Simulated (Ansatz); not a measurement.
# Si₂H₈O (built from SMILES O[SiH2][SiH3].[H][H]): search for a transition state

Aim: find the saddle point of a four-centre ligand exchange that is to form Si1–H7, O2–H6 and break Si1–O2, H6–H7, prove it by its vibrations, and relax downhill on both sides to see what it joins.

Computed with Ansatz 0.2.0, Gaussian basis. Level: PBE0-D4, def2-SVP first, then def2-TZVP.

152 further runs of the same task are left out: 152 set aside as unsound or not needed. Runs told in other sessions of the task aren't counted.

## (1) Starting geometry

The guess: 11 atoms, charge 0, spin multiplicity 1.

Atoms are counted from 1 here; the program's logs count them from 0.

Bond lengths: Si1–O2 1.794 Å, Si1–H3 1.456 Å, Si1–H4 1.497 Å, Si1–Si5 2.288 Å, O2–H6 1.102 Å, O2–H8 0.973 Å, Si5–H9 1.469 Å, Si5–H10 1.463 Å, Si5–H11 1.466 Å. Angles: O2–Si1–H3 110.7°, O2–Si1–H4 90.6°, O2–Si1–Si5 118.7°, H3–Si1–H4 98.8°, H3–Si1–Si5 125.1°, H4–Si1–Si5 103.1°, Si1–O2–H6 91.0°, Si1–O2–H8 131.7°, H6–O2–H8 137.3°, Si1–Si5–H9 112.6°, Si1–Si5–H10 109.7°, Si1–Si5–H11 116.0°, H9–Si5–H10 106.1°, H9–Si5–H11 104.8°, H10–Si5–H11 107.2°.

Coordinates:

```xyz
11
H8OSi2
Si   -0.3557   -0.6602   -0.1711
O     1.0948   -0.9309   -1.1910
H    -0.8528   -1.9200    0.3624
H    -1.2165   -0.5730   -1.3928
Si   -0.6394    1.3861    0.8116
H     1.7245   -1.0578   -0.2951
H     1.2512   -0.9729    0.8906
H     1.2135   -0.9467   -2.1563
H    -1.0235    2.4267   -0.1516
H    -1.7265    1.3165    1.7878
H     0.5304    1.9322    1.5054
```

Distances that are to change: Si1–H7 1.95 Å, O2–H6 1.10 Å, Si1–O2 1.79 Å, H6–H7 1.28 Å.

## (2) Relaxing the guess with the reacting distances held

The input, hold/in.yaml:

```yaml
crystal:
  periodic: [false, false, false]
  atoms:
    - {symbol: Si, position_ang: [-0.355700, -0.660200, -0.171100]}
    - {symbol: O, position_ang: [1.094800, -0.930900, -1.191000]}
    - {symbol: H, position_ang: [-0.852800, -1.920000, 0.362400]}
    - {symbol: H, position_ang: [-1.216500, -0.573000, -1.392800]}
    - {symbol: Si, position_ang: [-0.639400, 1.386100, 0.811600]}
    - {symbol: H, position_ang: [1.724500, -1.057800, -0.295100]}
    - {symbol: H, position_ang: [1.251200, -0.972900, 0.890600]}
    - {symbol: H, position_ang: [1.213500, -0.946700, -2.156300]}
    - {symbol: H, position_ang: [-1.023500, 2.426700, -0.151600]}
    - {symbol: H, position_ang: [-1.726500, 1.316500, 1.787800]}
    - {symbol: H, position_ang: [0.530400, 1.932200, 1.505400]}
basis:
  gaussian: {orbitals: def2-SVP}
hamiltonian: {xc: pbe0, dispersion: d4}
relax: {f_tol: 0.04, max_steps: 150, escape_saddle: false, constraints: [{distance: [0, 6]}, {distance: [1, 5]}, {distance: [0, 1]}, {distance: [5, 6]}]}
```

Launch:

```
ansatz run in.yaml --threads 4 --pin off --events-out ev --progress --plain --max-ram 9574MiB
```

After this run come: Force constants to start from; Saddle search in the small basis; Saddle search in triple zeta; Checking the order of the point; Relaxing after a step of 0.30 Å one way along the mode; Relaxing after a step of 0.30 Å the other way along the mode.

Q: Predict the outcome of this session. Wanted: imaginary mode; barrier from the start side; barrier from the end side; energy of the step; pairs that change; zero-point energy at the saddle.

As calculated:

```
                       quantity                                                     value
                 imaginary mode                                                1158i cm⁻¹
    barrier from the start side                                             47.9 kcal/mol
      barrier from the end side                                             37.0 kcal/mol
             energy of the step                                            +10.9 kcal/mol
              pairs that change  Si1–H7 formed, O2–H6 formed, Si1–O2 broken, H6–H7 broken
zero-point energy at the saddle                                                  1.889 eV
```

What this shows: One imaginary mode, 1158i cm⁻¹, makes this a first-order saddle. It joins the planned start and end. At PBE0-D4/def2-TZVP the electronic barrier is 47.9 kcal/mol, about 81 kT at 298 K, and the step runs 10.9 kcal/mol uphill. The barrier is thin enough for tunnelling; the leading (Wigner) term alone is a factor of 2.3 at 298 K. A step off the saddle overshot and began above it in energy, so the link to its end is likely but not proven.
